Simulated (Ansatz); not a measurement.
# ZnCSb2: the cell at several levels of theory

Cell and atoms of ZnCSb2 as one 4-atom ordering (P-4m2) on the zincblende lattice are relaxed in turn with PBE and r2SCAN. This is a trial cell built on a prototype, not taken from a measured structure, and it needn't be the compound's ground state.

Code: Ansatz 0.2.0. PAW datasets, plane waves, zero pressure. All values are calculated for a non-magnetic cell, which may be hypothetical.

### 1 The cell

This is the cell as the run starts from it, not yet at rest; its lengths are not the crystal's.

Space group P-4m2 (No. 115), tetragonal; conventional cell a = 3.820 Å, c = 5.403 Å, 19.71 Å³ an atom. Near Zn stand 4 Sb at 2.34 Å; near Sb stand 2 Zn at 2.34 Å and 2 C at 2.34 Å; near C stand 4 Sb at 2.34 Å.

Structure file:

```cif
data_structure
_symmetry_space_group_name_H-M 'P-4m2'
_symmetry_Int_Tables_number 115
_cell_length_a 3.8204
_cell_length_b 3.8204
_cell_length_c 5.4028
_cell_angle_alpha 90.000
_cell_angle_beta 90.000
_cell_angle_gamma 90.000
_cell_volume 78.86
loop_
_atom_site_label
_atom_site_type_symbol
_atom_site_symmetry_multiplicity
_atom_site_Wyckoff_symbol
_atom_site_fract_x
_atom_site_fract_y
_atom_site_fract_z
_atom_site_occupancy
Zn1 Zn 1 a 0.00000 0.00000 0.00000 1
Sb1 Sb 2 g 0.00000 0.50000 0.25000 1
C1 C 1 c 0.50000 0.50000 0.50000 1
```

### 2 PBE: cell and atoms

File input.yaml:

```yaml
crystal:
  lattice:
    - [3.8203875022, 0.0, 0.0]
    - [0.0, 3.8203875022, 0.0]
    - [0.0, 0.0, 5.4028438191]
  atoms:
    - { symbol: Zn, position: [0.0, 0.0, 0.0] }
    - { symbol: Sb, position: [0.0, 0.5, 0.25] }
    - { symbol: C, position: [0.5, 0.5, 0.5] }
    - { symbol: Sb, position: [0.5, 0.0, 0.75] }
kpoints:
  mp_grid: { grid: [6, 6, 4] }
hamiltonian:
  xc: pbe
scf:
  occupations: { method: fermi_dirac, width: 0.02 }
relax:
  f_tol: 0.005
  cell: {}
```

On the command line:

```console
ansatz run input.yaml --threads 2 --pin off --max-ram 2211MiB --backend cpu --events-out ev --progress --plain --runs-dir out
```

The program printed:

```text
Warning: RAYON_NUM_THREADS=2 ignored (pool sized by the plan → 2); use --threads N
Engine: ansatz 0.2.0, aarch64-unknown-linux-gnu
Pseudopotentials: kind: paw
Pseudopotential: Zn, paw, valence charge 12, recommended cutoff 420 eV (normal), Zn.paw.azcp
Pseudopotential: Sb, paw, valence charge 15, recommended cutoff 420 eV (normal), Sb.paw.azcp
Pseudopotential: C, paw, valence charge 4, recommended cutoff 420 eV (normal), C.paw.azcp
Functional definition: PBE
  parameter kappa = 0.804
  parameter beta = 0.06672455060314922
  exchange = pbe_x(kappa = kappa, mu = beta*pi^2/3)
  correlation = pbe_c(beta = beta)
Crystal: 4 atoms, lattice volume = 78.856 Å³
Basis set: ecut = 420 eV, 1523 PW (Γ), exchange–correlation on 54×54×80 points (8 copies of the dense FFT grid, shifted against one another)
Bands: 28, of which v1, the nominal top of the filled ones, is band 23 counted from 1 (22 counted from 0)
Symmetry: 8 space group operations
Space group: P-4m2 (ITA 115), of the structure as read, at distance tolerance 4.3e-5 Å
k-points: 30 of 144 (time reversal used)
Non-local potential: Zn, projectors of the file, l = 0: 2, l = 1: 2, l = 2: 3, l = 3: 1
Non-local potential: Sb, projectors of the file, l = 0: 2, l = 1: 2, l = 2: 2, l = 3: 2
Non-local potential: C, projectors of the file, l = 0: 2, l = 1: 2, l = 2: 1
PAW form: soft (Blöchl's): semilocal exchange-correlation on the pseudo side does not see the compensation charge
PAW one-centre angular grid: Zn, 590 points (default); XC on 64 Gauss nodes
PAW one-centre angular grid: Sb, 590 points (default); XC on 64 Gauss nodes
PAW one-centre angular grid: C, 110 points (default); XC on 64 Gauss nodes
Initial density: superposition of atomic densities (neutral atoms: chi_scale 0, normalization atom), corrected by the library's trained network
Initial wavefunctions: pseudopotential atomic-orbital guess
Functional: x = pbe(κ = 0.804, μ = 0.2195149727645171), c = pbe(β = 0.06672455060314922)
SCF iter   1: F=—  HF=-16534.809085 eV  |F-HF|=—  |Δ(HF+E_count)|=         —  Δρ=6.75e-3  dr2=9.00e-2  ethr=1.77e-3  ⟨swp⟩=6.6  Hψ=4011  notcnv=0
preconditioner: auto → LDOS  [metal: Δε(μ)=0.010 eV  Ē_g=9.965 eV  σ=0.020 eV  W_gap=0.12  n_scr=20 (ndim 8)  ℏωp=21.3 eV  f_vac=0.013  D(μ)=1.59/eV (n_scr^D=6)  β→1.0]
SCF iter   2: F=—  HF=-16534.799835 eV  |F-HF|=—  |Δ(HF+E_count)|=   9.25e-3  Δρ=5.99e-3  dr2=2.25e-2  ethr=1.96e-4  ⟨swp⟩=4.0  Hψ=1982  notcnv=0  defer=15
preconditioner: auto → Resta (q_TF=auto, 2.494 Å⁻¹)  ε∞=5.6  [insulator: Δε(μ)=0.082 eV  Ē_g=9.996 eV  σ=0.020 eV  W_gap=0.77  n_scr=20 (ndim 8)  ℏωp=21.3 eV  f_vac=0.012  D(μ)=0.58/eV (n_scr^D=0)  ε∞_Penn≈5.6  β→0.5]
SCF iter   3: F=—  HF=-16534.792480 eV  |F-HF|=—  |Δ(HF+E_count)|=   7.36e-3  Δρ=2.54e-3  dr2=2.92e-3  ethr=4.89e-5  ⟨swp⟩=3.8  Hψ=1677  notcnv=0  defer=15
SCF iter   4: F=—  HF=-16534.791274 eV  |F-HF|=—  |Δ(HF+E_count)|=   1.21e-3  Δρ=6.27e-4  dr2=3.69e-4  ethr=6.35e-6  ⟨swp⟩=2.0  Hψ=1510  notcnv=0  defer=14
SCF iter   5: F=—  HF=-16534.791263 eV  |F-HF|=—  |Δ(HF+E_count)|=   1.05e-5  Δρ=1.94e-4  dr2=3.15e-5  ethr=8.02e-7  ⟨swp⟩=3.1  Hψ=1547  notcnv=0  defer=14
SCF iter   6: F=—  HF=-16534.791256 eV  |F-HF|=—  |Δ(HF+E_count)|=   7.48e-6  Δρ=5.04e-5  dr2=2.45e-6  ethr=6.85e-8  ⟨swp⟩=2.0  Hψ=1164  notcnv=0  defer=14
SCF iter   7: F=—  HF=-16534.791257 eV  |F-HF|=—  |Δ(HF+E_count)|=   1.13e-6  Δρ=1.56e-5  dr2=2.35e-7  ethr=5.32e-9  ⟨swp⟩=2.1  Hψ=1147  notcnv=0  defer=14
SCF iter   8: F=-16534.791257 eV  HF=-16534.791257 eV  |F-HF|=1.53e-9  |Δ(HF+E_count)|=   2.17e-7  Δρ=5.27e-6  dr2=2.10e-8  ethr=2.17e-10  ⟨swp⟩=4.9  Hψ=3000  notcnv=0
SCF 1 converged in 8 iterations: F = -16534.791257 eV  dr2 = 2.10e-8
relax step   1: F+E_penalty+E_count = -16534.79125707 eV  Δ(F+E_penalty+E_count) = +0.000e0 eV  max|allowed force component| = 3.398e0 eV/Å  Δτ_max = 0.0000 Å  P = +13.397 GPa  Ω = 78.856 Å³  (8 SCF iters, dr2 threshold 1.00e-7 eV, accepted)
Crystal: 4 atoms, lattice volume = 84.488 Å³
Basis set: ecut = 420 eV, 1651 PW (Γ), exchange–correlation on 54×54×80 points (8 copies of the dense FFT grid, shifted against one another)
Initial density: handed on by an earlier stage of this run
Initial wavefunctions: those handed on with the density
iter 1 solved again at ethr=4.53e-4 eV; its pass at ethr=3.10e-3 eV (dr2=2.08e-1 eV) is discarded
SCF iter   1: F=—  HF=-16535.756823 eV  |F-HF|=—  |Δ(HF+E_count)|=         —  Δρ=1.74e-2  dr2=2.08e-1  ethr=4.53e-4  ⟨swp⟩=1.0  Hψ=5412  notcnv=0
preconditioner: auto → LDOS  [metal: Δε(μ)=0.048 eV  Ē_g=9.474 eV  σ=0.020 eV  W_gap=0.49  n_scr=20 (ndim 8)  ℏωp=20.6 eV  f_vac=0.034  D(μ)=2.49/eV (n_scr^D=18)  β→1.0]
SCF iter   2: F=—  HF=-16535.782682 eV  |F-HF|=—  |Δ(HF+E_count)|=   2.59e-2  Δρ=1.67e-2  dr2=1.50e-1  ethr=4.52e-4  ⟨swp⟩=3.0  Hψ=1772  notcnv=0
SCF iter   3: F=—  HF=-16535.732342 eV  |F-HF|=—  |Δ(HF+E_count)|=   5.03e-2  Δρ=6.78e-3  dr2=2.80e-2  ethr=3.26e-4  ⟨swp⟩=2.9  Hψ=1627  notcnv=0  defer=17
SCF iter   4: F=—  HF=-16535.724512 eV  |F-HF|=—  |Δ(HF+E_count)|=   7.83e-3  Δρ=1.65e-3  dr2=4.92e-3  ethr=6.08e-5  ⟨swp⟩=2.5  Hψ=1303  notcnv=0  defer=17
SCF iter   5: F=—  HF=-16535.723758 eV  |F-HF|=—  |Δ(HF+E_count)|=   7.54e-4  Δρ=6.50e-4  dr2=5.40e-4  ethr=1.07e-5  ⟨swp⟩=3.0  Hψ=1620  notcnv=0  defer=17
SCF iter   6: F=—  HF=-16535.723693 eV  |F-HF|=—  |Δ(HF+E_count)|=   6.51e-5  Δρ=1.67e-4  dr2=2.85e-5  ethr=1.17e-6  ⟨swp⟩=2.0  Hψ=1090  notcnv=0  defer=17
SCF iter   7: F=—  HF=-16535.723688 eV  |F-HF|=—  |Δ(HF+E_count)|=   5.77e-6  Δρ=5.91e-5  dr2=3.57e-6  ethr=6.19e-8  ⟨swp⟩=2.0  Hψ=1168  notcnv=0  defer=17
SCF iter   8: F=-16535.723687 eV  HF=-16535.723687 eV  |F-HF|=1.68e-7  |Δ(HF+E_count)|=   2.67e-7  Δρ=1.75e-5  dr2=2.85e-7  ethr=8.70e-10  ⟨swp⟩=3.9  Hψ=3886  notcnv=0
SCF 2 converged in 8 iterations: F = -16535.723687 eV  dr2 = 2.85e-7
relax step   2: F+E_penalty+E_count = -16535.72368713 eV  Δ(F+E_penalty+E_count) = -9.324e-1 eV  max|allowed force component| = 2.901e-1 eV/Å  Δτ_max = 0.1971 Å  P = +4.428 GPa  Ω = 84.488 Å³  energy of the carried Pulay correction = -4.197e-3 eV  (8 SCF iters, dr2 threshold 4.00e-7 eV, accepted)
Crystal: 4 atoms, lattice volume = 88.006 Å³
Basis set: ecut = 420 eV, 1723 PW (Γ), exchange–correlation on 54×54×80 points (8 copies of the dense FFT grid, shifted against one another)
iter 1 solved again at ethr=3.06e-5 eV; its pass at ethr=3.10e-3 eV (dr2=1.41e-2 eV) is discarded
SCF iter   1: F=—  HF=-16535.882600 eV  |F-HF|=—  |Δ(HF+E_count)|=         —  Δρ=4.87e-3  dr2=1.43e-2  ethr=3.06e-5  ⟨swp⟩=1.8  Hψ=5436  notcnv=0
preconditioner: auto → LDOS  [metal: Δε(μ)=0.060 eV  Ē_g=9.266 eV  σ=0.020 eV  W_gap=0.48  n_scr=20 (ndim 8)  ℏωp=20.2 eV  f_vac=0.026  D(μ)=0.91/eV (n_scr^D=2)  β→1.0]
SCF iter   2: F=—  HF=-16535.886125 eV  |F-HF|=—  |Δ(HF+E_count)|=   3.53e-3  Δρ=4.76e-3  dr2=1.27e-2  ethr=3.06e-5  ⟨swp⟩=3.6  Hψ=1784  notcnv=0
SCF iter   3: F=—  HF=-16535.882136 eV  |F-HF|=—  |Δ(HF+E_count)|=   3.99e-3  Δρ=2.36e-3  dr2=2.97e-3  ethr=2.77e-5  ⟨swp⟩=3.0  Hψ=1718  notcnv=0  defer=16
SCF iter   4: F=—  HF=-16535.881033 eV  |F-HF|=—  |Δ(HF+E_count)|=   1.10e-3  Δρ=5.90e-4  dr2=2.18e-4  ethr=6.47e-6  ⟨swp⟩=2.0  Hψ=1279  notcnv=0  defer=16
SCF iter   5: F=—  HF=-16535.880970 eV  |F-HF|=—  |Δ(HF+E_count)|=   6.30e-5  Δρ=1.03e-4  dr2=5.96e-6  ethr=4.74e-7  ⟨swp⟩=2.0  Hψ=1133  notcnv=0  defer=16
SCF iter   6: F=—  HF=-16535.880971 eV  |F-HF|=—  |Δ(HF+E_count)|=   1.12e-6  Δρ=2.05e-5  dr2=4.40e-7  ethr=1.29e-8  ⟨swp⟩=2.8  Hψ=1650  notcnv=0  defer=16
SCF iter   7: F=-16535.880971 eV  HF=-16535.880971 eV  |F-HF|=8.59e-9  |Δ(HF+E_count)|=   6.41e-8  Δρ=4.93e-6  dr2=2.46e-8  ethr=8.70e-10  ⟨swp⟩=4.8  Hψ=3079  notcnv=0
SCF 3 converged in 7 iterations: F = -16535.880971 eV  dr2 = 2.46e-8
relax step   3: F+E_penalty+E_count = -16535.88097118 eV  Δ(F+E_penalty+E_count) = -1.573e-1 eV  max|allowed force component| = 5.581e-5 eV/Å  Δτ_max = 0.0282 Å  P = +1.343 GPa  Ω = 88.006 Å³  energy of the carried Pulay correction = -6.676e-3 eV  (7 SCF iters, dr2 threshold 4.00e-7 eV, accepted)
[... from here on, the SCF cycles and remarks between the steps are left out ...]
relax step   4: F+E_penalty+E_count = -16535.93710090 eV  Δ(F+E_penalty+E_count) = -5.613e-2 eV  max|allowed force component| = 1.423e-1 eV/Å  Δτ_max = 0.0143 Å  P = -0.037 GPa  Ω = 89.848 Å³  energy of the carried Pulay correction = -7.933e-3 eV  (7 SCF iters, dr2 threshold 4.00e-7 eV, accepted)
relax step   5: F+E_penalty+E_count = -16535.94138713 eV  Δ(F+E_penalty+E_count) = -4.286e-3 eV  max|allowed force component| = 1.370e-3 eV/Å  Δτ_max = 0.0098 Å  P = -0.351 GPa  Ω = 90.175 Å³  energy of the carried Pulay correction = -8.153e-3 eV  (6 SCF iters, dr2 threshold 4.00e-7 eV, accepted)
relax step   6: F+E_penalty+E_count = -16535.94226900 eV  Δ(F+E_penalty+E_count) = -8.819e-4 eV  max|allowed force component| = 1.242e-2 eV/Å  Δτ_max = 0.0010 Å  P = -0.103 GPa  Ω = 89.818 Å³  energy of the carried Pulay correction = -7.913e-3 eV  (5 SCF iters, dr2 threshold 4.00e-7 eV, accepted)
relax step   7: F+E_penalty+E_count = -16535.94242784 eV  Δ(F+E_penalty+E_count) = -1.588e-4 eV  max|allowed force component| = 1.599e-3 eV/Å  Δτ_max = 0.0009 Å  P = -0.004 GPa  Ω = 89.684 Å³  energy of the carried Pulay correction = -7.822e-3 eV  (5 SCF iters, dr2 threshold 4.86e-8 eV, accepted)
relax step   8: F+E_penalty+E_count = -16535.95937996 eV  Δ(F+E_penalty+E_count) = -1.695e-2 eV  max|allowed force component| = 1.197e-3 eV/Å  Δτ_max = 0.0000 Å  P = +0.194 GPa  Ω = 89.684 Å³  stress off target by 4.67e-1 GPa  SCF on the basis re-selected at this cell (its energy is not comparable with the rows above)  (9 SCF iters)
relax step   9: F+E_penalty+E_count = -16535.95994471 eV  Δ(F+E_penalty+E_count) = -5.648e-4 eV  max|allowed force component| = 5.495e-3 eV/Å  Δτ_max = 0.0004 Å  P = +0.030 GPa  Ω = 89.903 Å³  energy of the carried Pulay correction = -1.510e-4 eV  (5 SCF iters, dr2 threshold 4.00e-7 eV, accepted)
relax step  10: F+E_penalty+E_count = -16535.95992425 eV  Δ(F+E_penalty+E_count) = +2.046e-5 eV  max|allowed force component| = 2.551e-3 eV/Å  Δτ_max = 0.0007 Å  P = -0.000 GPa  Ω = 89.949 Å³  energy of the carried Pulay correction = -1.815e-4 eV  (6 SCF iters, dr2 threshold 1.89e-9 eV, accepted)
iter 1 solved again at ethr=5.56e-7 eV; its pass at ethr=3.10e-3 eV (dr2=2.56e-4 eV) is discarded
SCF iter   1: F=—  HF=-16535.959997 eV  |F-HF|=—  |Δ(HF+E_count)|=         —  Δρ=8.50e-5  dr2=1.58e-7  ethr=5.56e-7  ⟨swp⟩=3.0  Hψ=5778  notcnv=0
eigensolver tolerance schedule: the retry pair's looser diagonalisation over-reported the residual by 1619.55 of it (diagonalisation noise at 0.41 of the residual, at the tolerance the schedule requests for it); recorded, not acted on — ethr = c·dr2/N_el stays at c = 1.0e-1
SCF iter   2: F=—  HF=-16535.960079 eV  |F-HF|=—  |Δ(HF+E_count)|=   8.23e-5  Δρ=4.32e-5  dr2=5.44e-8  ethr=3.43e-10  ⟨swp⟩=3.0  Hψ=1754  notcnv=0
SCF iter   3: F=—  HF=-16535.960107 eV  |F-HF|=—  |Δ(HF+E_count)|=   2.76e-5  Δρ=1.03e-5  dr2=1.08e-8  ethr=1.18e-10  ⟨swp⟩=2.0  Hψ=1214  notcnv=0
SCF iter   4: F=—  HF=-16535.960108 eV  |F-HF|=—  |Δ(HF+E_count)|=   1.46e-6  Δρ=1.26e-6  dr2=8.32e-10  ethr=2.34e-11  ⟨swp⟩=2.0  Hψ=1149  notcnv=0
SCF iter   5: F=—  HF=-16535.960108 eV  |F-HF|=—  |Δ(HF+E_count)|=   8.58e-9  Δρ=4.94e-7  dr2=1.81e-10  ethr=1.81e-12  ⟨swp⟩=2.0  Hψ=1189  notcnv=0
SCF iter   6: F=—  HF=-16535.960108 eV  |F-HF|=—  |Δ(HF+E_count)|=  7.53e-10  Δρ=2.29e-7  dr2=4.36e-11  ethr=1.00e-12  ⟨swp⟩=4.6  Hψ=2774  notcnv=0
SCF iter   7: F=-16535.960108 eV  HF=-16535.960108 eV  |F-HF|=1.09e-11  |Δ(HF+E_count)|=  1.49e-10  Δρ=5.23e-8  dr2=3.50e-12  ethr=1.00e-12  ⟨swp⟩=4.5  Hψ=2734  notcnv=0
SCF 11 converged in 7 iterations: F = -16535.960108 eV  dr2 = 3.50e-12
relax step  11: F+E_penalty+E_count = -16535.96010813 eV  Δ(F+E_penalty+E_count) = -1.839e-4 eV  max|allowed force component| = 2.518e-3 eV/Å  Δτ_max = 0.0000 Å  P = -0.001 GPa  Ω = 89.949 Å³  stress off target by 4.04e-3 GPa  SCF on the basis re-selected at this cell (its energy is not comparable with the rows above)  (7 SCF iters)
basis re-selected at this cell: Δ(F+E_penalty+E_count) = -1.839e-4 eV, ΔP = -0.001 GPa vs the last step (what re-selecting the basis moved, of the pressure what is left beyond the Pulay correction that the steps carried, after the strain that the cell walked since its last selection, with what the two solves' SCF thresholds leave and, on support functions, any second-order correction that the steps lacked; it is no measure of the basis error at this ecutwfc). This SCF's stress stands 4.04e-3 GPa from its target on what of the cell is left free (relax.cell.stress_tol is 5.00e-2 GPa) and its largest allowed force component is 2.52e-3 eV/Å (relax.f_tol is 5.00e-3 eV/Å): within both
SCF converged after 7 iterations
Free energy (F): -16535.960108 eV
Harris-Foulkes:  -16535.960108 eV  (|F-HF|=1.09e-11)
Internal energy: -16535.959294 eV  (E = F + TS)
E sigma→0 (E₀):  -16535.959701 eV
Entropy (-TS):   -0.000814 eV (-0.203 meV/atom)
Fermi energy:    9.375278 eV
--- Per-component energies (eV) ---
  E_band       = -334.796334
  E_kinetic    = 627.372338
  E_local      = -5243.794160  (includes V_loc(G=0)·N_el)
  E_nonlocal   = 1364.323031
  E_hartree    = 2304.426455
  E_xc         = -460.631985
  E_vxc        = -302.018192  (∫ρ·V_xc dr)
  E_paw        = -11075.764863  (= ΣΔE_a)
  E_vpaw       = -1389.531961  (= ΣTr[D̂ρ^β])
  E_aug_tail   = -0.000376  (compensation charges beyond the density's cutoff)
  E_ewald      = -4051.889733
  E_smearing   = -0.000814  (= −TS)
  E_closure    = 0.000000  (closes the sum)
  Σ components = -16535.960108   (vs F -16535.960108, Δ=0.00e0)
--- Forces (eV/Å), atoms counted from 1 ---
  atom   1  Zn     0.00000000     0.00000000     0.00000000
  atom   2  Sb     0.00000000    -0.00000000    -0.00251788
  atom   3  C     -0.00000000    -0.00000000     0.00000000
  atom   4  Sb     0.00000000     0.00000000     0.00251788
  max |Σ_I F_I| component: 1.67e-16 eV/Å
--- Stress (GPa, compression-positive) ---
       -0.003847      -0.000000      -0.000000
       -0.000000      -0.003847      -0.000000
       -0.000000      -0.000000       0.004041
  P = ⅓ Tr σ = -0.0012 GPa (-0.012 kbar)
--- Relaxed structure (9 steps of the walk, 9 accepted, 2 SCFs on fresh bases) ---
  F+E_penalty+E_count = -16535.96010813 eV   max|allowed force component| = 2.518e-3 eV/Å   (the final SCF, on the basis selected at the relaxed cell)
  cell:  # Å, volume = 89.9493 Å³
    - [3.8510700401452778, 4.2895212967151537e-35, 1.3726468149488495e-32]
    - [4.2895212967151537e-35, 3.8510700401452778, 0.0]
    - [1.941215742037429e-32, 0.0, 6.065055187525367]
  atoms:
    - { symbol: Zn, position: [5.683941775660561e-33, 8.24059893654523e-84, 8.026899971845639e-20] }
    - { symbol: Sb, position: [7.297122590038725e-33, 0.5, 0.2927609478162147] }
    - { symbol: C, position: [0.5, 0.5, 0.5] }
    - { symbol: Sb, position: [0.5, 3.9708733150117874e-68, 0.7072390521837854] }
```

Run time: 36 s. Hardware: 2 threads of Arm Neoverse V1, shared host; peak memory 0.38 GiB.

Step by step:

```csv
step,energy change (meV/atom),largest force (eV/Å),pressure (GPa),volume (Å³/atom)
1,0.0,3.3982,13.40,19.714
2,-233.1,0.2901,4.43,21.122
3,-272.4,0.0001,1.34,22.002
4,-286.5,0.1423,-0.04,22.462
5,-287.5,0.0014,-0.35,22.544
6,-287.8,0.0124,-0.10,22.454
7,-287.8,0.0016,0.00,22.421
8,-292.0,0.0012,0.19,22.421
9,-292.2,0.0055,0.03,22.476
10,-292.2,0.0026,0.00,22.487
11,-292.2,0.0025,0.00,22.487
```

Step 8 solves the same cell on a plane-wave basis chosen anew, so the energy can jump there without a move.

The table lists every geometry solved, with passes on a fresh basis, whose energies don't compare exactly with the rows above.

|  | before | after | change |
| --- | --- | --- | --- |
| a (Å) | 3.820 | 3.851 | +0.80 % |
| c (Å) | 5.403 | 6.065 | +12.26 % |
| volume (Å³/atom) | 19.714 | 22.487 | +14.07 % |
| shortest distance (Å) | 2.340 | 2.299 | -1.71 % |
| space group | P-4m2 | P-4m2 | same |

[end of part 1 of 2]
